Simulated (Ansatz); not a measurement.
# CH5BBrN: a ladder of functionals and wavefunction methods

An exercise on one series of results from a longer session: the logs are not shown, and one member is left open.

Program: Ansatz 0.2.0, Gaussian basis. Level of theory: functionals in def2-TZVPP, the program's frozen cores in correlated methods. These are calculated values, not measurements.

Plan: PBE-D4, r2SCAN-D4, PBE0-D4, B3LYP-D4, ωB97X-V, ωB97M-V, B2PLYP; CCSD(T)/def2-TZVPP; MP2/def2-QZVPP; extrapolation to the limit.

### Structure used throughout

The geometry comes from an earlier relaxation with PBE0-D4 in a triple-zeta def2 set; it is a stationary point, not always the lowest conformer.

SMILES `NCBBr`, 9 atoms, charge 0, spin multiplicity 1.

Atoms are counted from 1 here; the program's logs count them from 0.

Bond lengths: N1–C2 1.443 Å, N1–H5 1.011 Å, N1–H6 1.010 Å, C2–B3 1.546 Å, C2–H7 1.113 Å, C2–H8 1.100 Å, B3–Br4 1.910 Å, B3–H9 1.191 Å. Angles: C2–N1–H5 111.5°, C2–N1–H6 112.1°, H5–N1–H6 108.5°, N1–C2–B3 118.4°, N1–C2–H7 114.9°, N1–C2–H8 110.4°, B3–C2–H7 101.7°, B3–C2–H8 106.7°, H7–C2–H8 103.3°, C2–B3–Br4 121.9°, C2–B3–H9 121.6°, Br4–B3–H9 116.4°.

Coordinates:

```
N    -0.93743    0.94973    0.13423
C     0.12978    0.06650    0.53743
B     0.52364   -1.09038   -0.40970
Br   -0.11109   -1.18101   -2.20853
H    -0.90027    1.14896   -0.85652
H    -0.91678    1.82517    0.63746
H     1.11150    0.56337    0.70700
H    -0.09589   -0.38639    1.51432
H     1.28514   -1.94225   -0.07278
```

Set-up of the first run:

Input file in.yaml:

```yaml
crystal:
  periodic: [false, false, false]
  atoms:
    - {symbol: N, position_ang: [-0.937431, 0.949728, 0.134225]}
    - {symbol: C, position_ang: [0.129781, 0.066505, 0.537425]}
    - {symbol: B, position_ang: [0.523641, -1.090383, -0.409700]}
    - {symbol: Br, position_ang: [-0.111094, -1.181014, -2.208535]}
    - {symbol: H, position_ang: [-0.900272, 1.148959, -0.856521]}
    - {symbol: H, position_ang: [-0.916775, 1.825173, 0.637459]}
    - {symbol: H, position_ang: [1.111502, 0.563372, 0.706996]}
    - {symbol: H, position_ang: [-0.095890, -0.386394, 1.514324]}
    - {symbol: H, position_ang: [1.285138, -1.942247, -0.072775]}
basis:
  gaussian: {orbitals: def2-TZVPP}
hamiltonian: {xc: pbe, dispersion: d4}
output: {forces: true, orbitals: {seedname: orbitals}}
```

Started as:

```
$ ansatz run in.yaml --threads 4 --pin off --events-out ev --progress --plain --max-ram 10444MiB
```

Steps of the session up to this table: PBE-D4 (GGA); r2SCAN-D4 (meta-GGA); PBE0-D4 (hybrid); B3LYP-D4 (hybrid); ωB97X-V (range-separated); ωB97M-V (range-separated); B2PLYP (double hybrid); CCSD(T) in def2-TZVPP; MP2 in def2-QZVPP.

One table of the session follows, with a row left open; its other results are not shown here.

It belongs to the step «Atomisation energies». 

| method | atomisation energy (eV) |
| --- | --- |
| PBE-D4 | 33.569 |
| r2SCAN-D4 | 32.885 |
| PBE0-D4 | 33.013 |
| B3LYP-D4 | 32.870 |
| ωB97X-V | 32.848 |
| ωB97M-V | 32.889 |
| B2PLYP | 32.471 |
| HF/def2-TZVPP | 23.770 |
| MP2/def2-TZVPP | 32.350 |
| CCSD/def2-TZVPP | 31.349 |
| CCSD(T)/def2-TZVPP | ? |
| MP2/CBS | 33.258 |
| CCSD(T)/CBS | 32.736 |

Q: Estimate the row for CCSD(T)/def2-TZVPP from the others.

**Answer.** atomisation energy (eV): 31.828. In the column «atomisation energy (eV)» it lies between CCSD/def2-TZVPP (31.349) and MP2/def2-TZVPP (32.350).
